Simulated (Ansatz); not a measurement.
K₃Na, space group Fm-3m, a charge-density difference against the sublattices

Run with Ansatz 0.2.0 through its Python package.

Script `k3na.py`:
```python
import warnings

import ansatz as az
import numpy as np

vectors0 = np.array([
    [0.0, 5.07269, 5.07269],
    [5.07269, 0.0, 5.07269],
    [5.07269, 5.07269, 0.0],
])
sites = [
    ("K", (0.25, 0.25, 0.25)),
    ("K", (0.75, 0.75, 0.75)),
    ("K", (0.5, 0.5, 0.5)),
    ("Na", (0.0, 0.0, 0.0)),
]


def build(cell):
    crystal = az.Crystal(lattice=az.Lattice.of(cell))
    for symbol, position in sites:
        crystal = crystal.atom(symbol, position)
    return crystal

warnings.simplefilter("ignore", az.DeckWarning)

def solve(crystal):
    return (
        crystal.calculation()
        .occupations(az.OccupationsMethod.FERMI_DIRAC, width=0.1)
        .functional(az.Functional.PBESOL)
        .basis(460, grid_basis="typed")
        .kpoints(4, 4, 4)
        .density()
        .run(threads=1)
    )


whole = solve(build(vectors0))
difference = whole.density().channels[0].density_e_per_ang3.copy()
binding = whole.report["free_energy_ev"]
for element in ["K", "Na"]:
    part = az.Crystal(lattice=az.Lattice.of(vectors0))
    for symbol, position in sites:
        if symbol == element:
            part = part.atom(symbol, position)
    alone = solve(part)
    difference -= alone.density().channels[0].density_e_per_ang3
    binding -= alone.report["free_energy_ev"]
    print(f"{element} sublattice: {alone.report['n_electrons']:g} electrons, {alone.report['n_iterations']} iterations")

voxel = abs(np.linalg.det(vectors0)) / difference.size
print(f"energy of the crystal less its unpolarised sublattices: {binding / len(sites):.4f} eV/atom")
print(f"net charge of the difference {difference.sum() * voxel:.5f} e, charge rearranged {0.5 * np.abs(difference).sum() * voxel:.3f} e")
print(f"extremes {difference.min():.4f} and {difference.max():.4f} e/A^3")
for (symbol, position) in sites:
    index = tuple(int(round(p * n)) % n for p, n in zip(position, difference.shape))
    print(f"  change of the pseudo-density at the grid point nearest {symbol}: {difference[index]:+.4f} e/A^3")
```

Running `python k3na.py` prints:
```text
K sublattice: 27 electrons, 6 iterations
Na sublattice: 9 electrons, 6 iterations
energy of the crystal less its unpolarised sublattices: -0.3677 eV/atom
net charge of the difference 0.00000 e, charge rearranged 0.215 e
extremes -0.0039 and 0.0035 e/A^3
  change of the pseudo-density at the grid point nearest K: -0.0017 e/A^3
  change of the pseudo-density at the grid point nearest K: -0.0017 e/A^3
  change of the pseudo-density at the grid point nearest K: -0.0039 e/A^3
  change of the pseudo-density at the grid point nearest Na: -0.0003 e/A^3
```

Notes:
- The mesh is modest for a metal, so energies can be off by several to tens of meV an atom and pressures by half a GPa or more; differences at equal mesh fare better.
- Grid values close to the nuclei reflect the PAW or pseudopotential construction, not the all-electron fields.
- This cell is a computed structure, which may not be the phase found in nature.
- Charge moved counts every rearrangement, bonding and polarisation too, and is no transfer between atoms; the bare sublattices are artificial references. Values near the nuclei depend on the potentials.
- Wall time of the script: 12 s on 1 thread of Arm Neoverse N1 (shared host), peak memory 0.49 GiB.
